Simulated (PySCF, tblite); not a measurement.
# C₃H₄F₂OS: a rotation path, then NMR shifts on frames

How do NMR shifts of C₃H₄F₂OS (`FC(F)O[C@@H]1CS1`) change as the atoms move?

Computed with tblite 0.8.0 and PySCF 2.14.0, with density-fitted response routines of our own, on a single molecule in the gas phase. Atoms count from 0, in the outputs and in this text.

## 1. The starting structure

11 atoms, charge 0, multiplicity 1; geometry from: GFN2-xTB.

Bonds of the start (Å): F0–C1 1.36, C1–F2 1.33, C1–O3 1.36, O3–C4 1.39, C4–C5 1.48, C5–S6 1.80, S6–C4 1.81, C1–H7 1.11, C4–H8 1.09, C5–H9 1.08, C5–H10 1.08.

## 2. A band between two rotamers with GFN2-xTB

The job: settings as JSON, then the geometry in Å.

```
{"job": {"kind": "neb", "xc": "GFN2-xTB", "basis": "xTB", "atoms": [6, 4, 3, 1], "turn": 120}, "charge": 0, "multiplicity": 1}
F      2.438064    -0.042890    -0.573986
C      1.594483     0.133043     0.473910
F      2.204989     0.961084     1.320692
O      0.431562     0.712515     0.075453
C     -0.392469    -0.101619    -0.688272
C     -1.848253     0.119835    -0.557029
S     -1.272216    -1.424462     0.170931
H      1.456089    -0.854277     0.957626
H      0.029972    -0.387279    -1.649174
H     -2.468379     0.020885    -1.436990
H     -2.168417     0.865835     0.156894
```

Method: GFN2-xTB climbing-image nudged elastic band, gas phase.

Run with:

```
$ OMP_NUM_THREADS=1 python probes_run.py task.json out
```

One launch serves the whole session: the jobs run in the order shown.

Output:

```text
image   E - E0 / eV
  0       0.0000
  1       0.0102
  2       0.0379
  3       0.0757
  4       0.1143
  5       0.1430
  6       0.1566
  7       0.1590
  8       0.1564
```

Run time: 1.9 s. Hardware: 1 thread of Arm Neoverse V1, shared host; peak memory 0.25 GiB.

The final band, with the dihedral S6–C4–O3–C1:

| image | dihedral (°) | energy (eV) | energy (kcal/mol) |
| --- | --- | --- | --- |
| 0 | 74 | 0.000 | 0.0 |
| 1 | 86 | 0.010 | 0.2 |
| 2 | 100 | 0.038 | 0.9 |
| 3 | 114 | 0.076 | 1.7 |
| 4 | 129 | 0.114 | 2.6 |
| 5 | 145 | 0.143 | 3.3 |
| 6 | 160 | 0.157 | 3.6 |
| 7 | 175 | 0.159 | 3.7 |
| 8 | 191 | 0.156 | 3.6 |

## 3. Nuclear shieldings: image 0, PBE0/pcSseg-1

The job: settings as JSON, then the geometry in Å.

```
{"job": {"kind": "nmr", "xc": "PBE0", "basis": "pcSseg-1", "pop": false}, "charge": 0, "multiplicity": 1}
F      2.438100    -0.042900    -0.574000
C      1.594500     0.133000     0.473900
F      2.205000     0.961100     1.320700
O      0.431600     0.712500     0.075500
C     -0.392500    -0.101600    -0.688300
C     -1.848300     0.119800    -0.557000
S     -1.272200    -1.424500     0.170900
H      1.456100    -0.854300     0.957600
H      0.030000    -0.387300    -1.649200
H     -2.468400     0.020900    -1.437000
H     -2.168400     0.865800     0.156900
```

Method: GIAO PBE0/pcSseg-1 NMR shielding, non-relativistic, gas phase.

Output:

```text
coarse grid: 10624 points
cycle   1  E = -789.0213074637  dE =  1.245e+00  |g| = 8.379e-01  |ddm| = 3.018e+00
cycle   2  E = -788.9168443333  dE =  1.045e-01  |g| = 1.186e+00  |ddm| = 1.046e+00
cycle   3  E = -789.1411415426  dE = -2.243e-01  |g| = 4.355e-02  |ddm| = 6.122e-01
cycle   4  E = -789.1413921826  dE = -2.506e-04  |g| = 2.656e-02  |ddm| = 5.397e-02
cycle   5  E = -789.1415251810  dE = -1.330e-04  |g| = 7.236e-03  |ddm| = 2.438e-02
cycle   6  E = -789.1415346641  dE = -9.483e-06  |g| = 3.013e-03  |ddm| = 9.883e-03
final grid: 101280 points
cycle   7  E = -789.2081812756  dE = -2.416e-05  |g| = 1.238e-02  |ddm| = 2.524e-02
cycle   8  E = -789.2081350203  dE =  4.626e-05  |g| = 1.844e-02  |ddm| = 2.664e-02
cycle   9  E = -789.2082157183  dE = -8.070e-05  |g| = 1.319e-03  |ddm| = 1.745e-02
cycle  10  E = -789.2082161016  dE = -3.833e-07  |g| = 3.334e-04  |ddm| = 1.355e-03
cycle  11  E = -789.2082161199  dE = -1.833e-08  |g| = 1.070e-04  |ddm| = 2.746e-04
cycle  12  E = -789.2082161219  dE = -2.003e-09  |g| = 3.041e-05  |ddm| = 1.019e-04
cycle  13  E = -789.2082161221  dE = -1.892e-10  |g| = 9.195e-06  |ddm| = 3.174e-05
converged SCF energy = -789.2082161221

GIAO shielding tensors (ppm)
atom      isotropic    diamagn.    paramagn.     s11        s22        s33       span
  0 F      275.467     472.309    -196.842    203.123    261.502    361.776    158.653
  1 C       60.270     239.257    -178.987     46.001     60.143     74.666     28.665
  2 F      277.337     469.098    -191.762    187.608    304.458    339.944    152.335
  3 O      193.431     399.062    -205.631    148.335    197.174    234.785     86.450
  4 C      119.023     247.220    -128.196     68.038    112.939    176.093    108.056
  5 C      159.482     253.294     -93.812    131.736    163.357    183.354     51.619
  6 S      682.793    1055.434    -372.641    224.162    721.118   1103.097    878.935
  7 H       25.485      28.003      -2.518     22.049     26.538     27.868      5.819
  8 H       26.517      29.334      -2.817     19.170     26.415     33.966     14.796
  9 H       29.160      28.651       0.509     23.206     24.973     39.302     16.096
 10 H       28.965      29.737      -0.772     23.634     25.774     37.487     13.854
```

Run time: 12 s. Hardware: 1 thread of Arm Neoverse V1, shared host; peak memory 0.76 GiB.

Shifts follow as δ = σ(reference) − σ, with reference shieldings (ppm) from runs at the same level and on the same kind of geometry: ¹H TMS 31.72, ¹³C TMS 186.9, ¹⁹F CFCl3 170.9, ¹⁷O H2O 336.1, ³³S CS2 504. The references are single molecules in the gas phase, so shifts against H2O, NH3, PH3, H3PO4 or CFCl3 are not on the usual liquid scales and can be off by tens of ppm. Each atom is listed at this fixed geometry, with no averaging over motion; a spectrum would average atoms that exchange fast.

```csv
atoms,environment,σ (ppm),δ (ppm)
C1,sp3 CH bonded to 2 F and O,60.3,126.7
C4,thiirane ring carbon,119.0,67.9
C5,thiirane ring carbon,159.5,27.4
H7,hydrogen on an sp3 CH bonded to 2 F and O,25.49,6.23
H8,hydrogen on a thiirane ring carbon,26.52,5.20
H10,hydrogen on a thiirane ring carbon,28.96,2.75
H9,hydrogen on a thiirane ring carbon,29.16,2.56
F0,fluorine of a CF2 group,275.5,-104.5
F2,fluorine of a CF2 group,277.3,-106.4
O3,ether oxygen,193.4,142.6
S6,sulfide sulfur,683,-179
```

Ring of atoms C4, C5, S6: NICS(0) -45.7, NICS(1) -8.3, NICS(1)zz -20.7 ppm (means of both faces; NICS(1) differs between them: -9.5 and -7.1).

The two faces differ (NICS(1)zz -24.4 and -17.1 ppm).

In rings of three or four atoms NICS is ruled by the nearby σ bonds, so it says little on aromaticity.

## 4. NMR shieldings: image 3, PBE0/pcSseg-1

The job: settings as JSON, then the geometry in Å.

```
{"job": {"kind": "nmr", "xc": "PBE0", "basis": "pcSseg-1", "pop": false}, "charge": 0, "multiplicity": 1}
F      2.255500     0.538800    -0.737800
C      1.653900     0.153300     0.420000
F      2.244300     0.834100     1.400000
O      0.340000     0.480000     0.398500
C     -0.457000    -0.292200    -0.445400
C     -1.840600     0.178500    -0.653000
S     -1.716100    -1.339400     0.313200
H      1.864300    -0.925400     0.550100
H      0.081300    -0.757300    -1.266100
H     -2.277700     0.080500    -1.637600
H     -2.142400     1.051800    -0.091900
```

Method: GIAO PBE0/pcSseg-1 NMR shielding, non-relativistic, gas phase.

Output:

```text
coarse grid: 10624 points
cycle   1  E = -789.0147681817  dE =  1.243e+00  |g| = 8.449e-01  |ddm| = 3.020e+00
cycle   2  E = -788.9064927427  dE =  1.083e-01  |g| = 1.201e+00  |ddm| = 1.093e+00
cycle   3  E = -789.1374686903  dE = -2.310e-01  |g| = 4.476e-02  |ddm| = 6.375e-01
cycle   4  E = -789.1377141152  dE = -2.454e-04  |g| = 2.819e-02  |ddm| = 5.363e-02
cycle   5  E = -789.1378678193  dE = -1.537e-04  |g| = 8.014e-03  |ddm| = 2.687e-02
cycle   6  E = -789.1378812711  dE = -1.345e-05  |g| = 3.005e-03  |ddm| = 1.163e-02
cycle   7  E = -789.1378834355  dE = -2.164e-06  |g| = 3.799e-04  |ddm| = 3.601e-03
final grid: 101280 points
cycle   8  E = -789.2047215721  dE = -3.117e-05  |g| = 1.095e-02  |ddm| = 2.039e-02
cycle   9  E = -789.2046944463  dE =  2.713e-05  |g| = 1.583e-02  |ddm| = 1.739e-02
cycle  10  E = -789.2047444203  dE = -4.997e-05  |g| = 8.548e-04  |ddm| = 1.158e-02
cycle  11  E = -789.2047445888  dE = -1.685e-07  |g| = 3.429e-04  |ddm| = 1.146e-03
cycle  12  E = -789.2047446108  dE = -2.204e-08  |g| = 7.539e-05  |ddm| = 2.749e-04
cycle  13  E = -789.2047446117  dE = -9.236e-10  |g| = 2.929e-05  |ddm| = 8.509e-05
converged SCF energy = -789.2047446117

GIAO shielding tensors (ppm)
atom      isotropic    diamagn.    paramagn.     s11        s22        s33       span
  0 F      269.828     472.675    -202.847    186.968    256.700    365.816    178.848
  1 C       62.890     236.810    -173.920     44.908     67.628     76.135     31.227
  2 F      275.312     468.977    -193.664    189.529    296.889    339.519    149.990
  3 O      197.980     399.897    -201.917    165.115    196.072    232.751     67.636
  4 C      117.445     246.058    -128.613     61.453    113.718    177.162    115.709
  5 C      163.688     252.474     -88.786    131.858    166.527    192.680     60.822
  6 S      673.818    1054.672    -380.855    220.249    708.113   1093.091    872.842
  7 H       25.218      27.296      -2.078     22.281     24.640     28.732      6.452
  8 H       26.577      29.528      -2.950     19.066     27.899     32.767     13.700
  9 H       29.291      28.601       0.690     23.436     25.053     39.384     15.948
 10 H       29.084      29.512      -0.427     23.943     25.810     37.501     13.558
```

Wall time 11 s (1 thread of Arm Neoverse V1, shared host); peak memory 0.78 GiB.

This run: δ C1 124.0, C4 69.5, C5 23.2, F0 -98.9, H7 6.50, H8 5.14 ppm.

## 5. Shielding tensors: image 7, PBE0/pcSseg-1

The job: settings as JSON, then the geometry in Å.

```
{"job": {"kind": "nmr", "xc": "PBE0", "basis": "pcSseg-1", "pop": false}, "charge": 0, "multiplicity": 1}
F      1.604300     1.211700    -0.597900
C      1.581200     0.225300     0.338700
F      2.303300     0.661900     1.368300
O      0.324300    -0.019200     0.769800
C     -0.521400    -0.600400    -0.187900
C     -1.611400     0.230500    -0.753400
S     -2.145700    -1.055200     0.393100
H      2.085200    -0.653000    -0.113100
H     -0.019000    -1.339100    -0.811400
H     -1.897200     0.103200    -1.789100
H     -1.698100     1.236900    -0.366900
```

With the program's defaults for keys left out, this is: GIAO PBE0/pcSseg-1 NMR shielding, non-relativistic, gas phase.

Output:

```text
coarse grid: 10624 points
cycle   1  E = -789.0108232249  dE =  1.248e+00  |g| = 8.491e-01  |ddm| = 3.021e+00
cycle   2  E = -788.8984255482  dE =  1.124e-01  |g| = 1.212e+00  |ddm| = 1.105e+00
cycle   3  E = -789.1344954799  dE = -2.361e-01  |g| = 4.884e-02  |ddm| = 6.535e-01
cycle   4  E = -789.1347050738  dE = -2.096e-04  |g| = 3.516e-02  |ddm| = 5.839e-02
cycle   5  E = -789.1349813185  dE = -2.762e-04  |g| = 8.195e-03  |ddm| = 3.644e-02
cycle   6  E = -789.1349974535  dE = -1.614e-05  |g| = 2.329e-03  |ddm| = 1.197e-02
cycle   7  E = -789.1349986739  dE = -1.220e-06  |g| = 3.562e-04  |ddm| = 2.749e-03
final grid: 101280 points
cycle   8  E = -789.2023818244  dE = -3.170e-05  |g| = 1.118e-02  |ddm| = 2.229e-02
cycle   9  E = -789.2023511689  dE =  3.066e-05  |g| = 1.655e-02  |ddm| = 1.835e-02
cycle  10  E = -789.2024055230  dE = -5.435e-05  |g| = 8.626e-04  |ddm| = 1.236e-02
cycle  11  E = -789.2024056895  dE = -1.665e-07  |g| = 3.588e-04  |ddm| = 1.159e-03
cycle  12  E = -789.2024057126  dE = -2.305e-08  |g| = 6.307e-05  |ddm| = 2.551e-04
cycle  13  E = -789.2024057132  dE = -6.403e-10  |g| = 2.134e-05  |ddm| = 6.646e-05
converged SCF energy = -789.2024057132

GIAO shielding tensors (ppm)
atom      isotropic    diamagn.    paramagn.     s11        s22        s33       span
  0 F      262.062     474.558    -212.496    185.221    246.598    354.366    169.144
  1 C       62.813     235.792    -172.979     43.530     66.738     78.172     34.642
  2 F      275.719     468.776    -193.057    189.668    293.249    344.240    154.572
  3 O      198.805     398.925    -200.120    167.114    188.048    241.252     74.139
  4 C      117.631     245.119    -127.488     66.839    107.289    178.764    111.925
  5 C      160.309     251.643     -91.334    128.733    161.752    190.441     61.708
  6 S      699.571    1054.021    -354.450    234.751    759.699   1104.264    869.512
  7 H       25.168      27.164      -1.996     22.598     23.632     29.274      6.675
  8 H       26.865      29.199      -2.334     20.400     27.154     33.040     12.640
  9 H       29.342      28.775       0.567     23.512     25.335     39.180     15.668
 10 H       29.174      29.639      -0.465     24.685     25.647     37.190     12.505
```

Run time: 12 s. Hardware: 1 thread of Arm Neoverse V1, shared host; peak memory 0.78 GiB.

This run: δ C1 124.1, C4 69.3, C5 26.6, F0 -91.1, H7 6.55, H8 4.85 ppm.

## 6. Nuclear shieldings: image 8, PBE0/pcSseg-1

The job: settings as JSON, then the geometry in Å.

```
{"job": {"kind": "nmr", "xc": "PBE0", "basis": "pcSseg-1", "pop": false}, "charge": 0, "multiplicity": 1}
F      1.420400     1.393000    -0.420100
C      1.538900     0.258100     0.320100
F      2.344900     0.552700     1.339300
O      0.345700    -0.135900     0.817600
C     -0.532900    -0.674800    -0.133700
C     -1.524300     0.220900    -0.781700
S     -2.201700    -0.920200     0.437100
H      2.031700    -0.495500    -0.327500
H     -0.091500    -1.490100    -0.707000
H     -1.803900     0.033800    -1.809100
H     -1.521900     1.260800    -0.484900
```

Level: GIAO PBE0/pcSseg-1 NMR shielding, non-relativistic, gas phase.

Output:

```text
coarse grid: 10624 points
cycle   1  E = -789.0107884519  dE =  1.250e+00  |g| = 8.497e-01  |ddm| = 3.022e+00
cycle   2  E = -788.8966269476  dE =  1.142e-01  |g| = 1.217e+00  |ddm| = 1.110e+00
cycle   3  E = -789.1346019550  dE = -2.380e-01  |g| = 5.079e-02  |ddm| = 6.595e-01
cycle   4  E = -789.1348175504  dE = -2.156e-04  |g| = 3.723e-02  |ddm| = 6.194e-02
cycle   5  E = -789.1351382410  dE = -3.207e-04  |g| = 7.981e-03  |ddm| = 3.875e-02
cycle   6  E = -789.1351535934  dE = -1.535e-05  |g| = 2.285e-03  |ddm| = 1.165e-02
cycle   7  E = -789.1351547446  dE = -1.151e-06  |g| = 3.499e-04  |ddm| = 2.630e-03
final grid: 101280 points
cycle   8  E = -789.2026114038  dE = -3.285e-05  |g| = 1.129e-02  |ddm| = 2.206e-02
cycle   9  E = -789.2025795677  dE =  3.184e-05  |g| = 1.677e-02  |ddm| = 1.858e-02
cycle  10  E = -789.2026356398  dE = -5.607e-05  |g| = 8.425e-04  |ddm| = 1.256e-02
cycle  11  E = -789.2026358023  dE = -1.625e-07  |g| = 3.662e-04  |ddm| = 1.193e-03
cycle  12  E = -789.2026358263  dE = -2.393e-08  |g| = 5.945e-05  |ddm| = 2.562e-04
cycle  13  E = -789.2026358269  dE = -5.855e-10  |g| = 1.983e-05  |ddm| = 6.453e-05
converged SCF energy = -789.2026358269

GIAO shielding tensors (ppm)
atom      isotropic    diamagn.    paramagn.     s11        s22        s33       span
  0 F      263.827     474.553    -210.727    188.952    247.199    355.329    166.377
  1 C       62.719     236.344    -173.625     42.631     68.046     77.481     34.850
  2 F      274.684     468.777    -194.093    187.145    293.428    343.478    156.333
  3 O      197.746     398.558    -200.812    169.927    183.241    240.072     70.145
  4 C      118.245     245.361    -127.116     68.710    105.696    180.329    111.619
  5 C      159.469     251.581     -92.112    127.954    162.190    188.262     60.308
  6 S      701.499    1053.997    -352.498    235.627    759.967   1108.905    873.278
  7 H       25.207      27.353      -2.146     22.644     23.768     29.209      6.565
  8 H       26.833      29.054      -2.221     20.362     26.590     33.548     13.186
  9 H       29.440      28.873       0.567     23.420     25.540     39.360     15.940
 10 H       29.117      29.723      -0.605     25.089     25.319     36.944     11.856
```

Wall time 12 s (1 thread of Arm Neoverse V1, shared host); peak memory 0.78 GiB.

In short: δ C1 124.2, C4 68.7, C5 27.5, F0 -92.9, H7 6.51, H8 4.88 ppm.

## 7. Run by run: NMR shifts

Shifts (ppm) of some atoms, chosen among heavy atoms and hydrogens apart, with basis size and wall time:

```csv
frame,C5,H7,H8,F0,F2,O3,S6,functions,time
image 0,27.4,6.23,5.20,-104.5,-106.4,142.6,-179,146,12 s
image 3,23.2,6.50,5.14,-98.9,-104.4,138.1,-170,146,11 s
image 7,26.6,6.55,4.85,-91.1,-104.8,137.3,-196,146,12 s
image 8,27.5,6.51,4.88,-92.9,-103.7,138.3,-198,146,12 s
```

## 8. Outcome

| quantity | value |
| --- | --- |
| barrier | 0.159 eV (3.7 kcal/mol) at image 7 |
| end to end (GFN2-xTB) | 0.156 eV |
| ¹³C shifts against TMS (PBE0/pcSseg-1, image 0) | 126.7, 67.9, 27.4 ppm |
| ¹H shifts against TMS (PBE0/pcSseg-1, image 0) | 6.23, 5.20, 2.75, 2.56 ppm |
| ¹⁹F shifts against CFCl3 (PBE0/pcSseg-1, image 0) | -104.5, -106.4 ppm |
| ¹⁷O shifts against H2O (PBE0/pcSseg-1, image 0) | 142.6 ppm |
| ³³S shifts against CS2 (PBE0/pcSseg-1, image 0) | -179 ppm |
| range of the shift of S6 | -198 to -170 ppm |

What this shows: Along the band the dihedral turns by 117°, and the top (dihedral 175°) lies 3.7 kcal/mol above the start (GFN2-xTB, rough), so at room temperature this motion is fast. The top was not checked by a frequency run. Shifts at one fixed geometry are not the observed spectrum, which averages over the motion. In the first frame run (image 0): The largest span, 879 ppm, is at S6, where the paramagnetic term is -373 ppm. Across the 4 runs the shift of S6 moves most, between -198 (image 8) and -170 ppm (image 3).
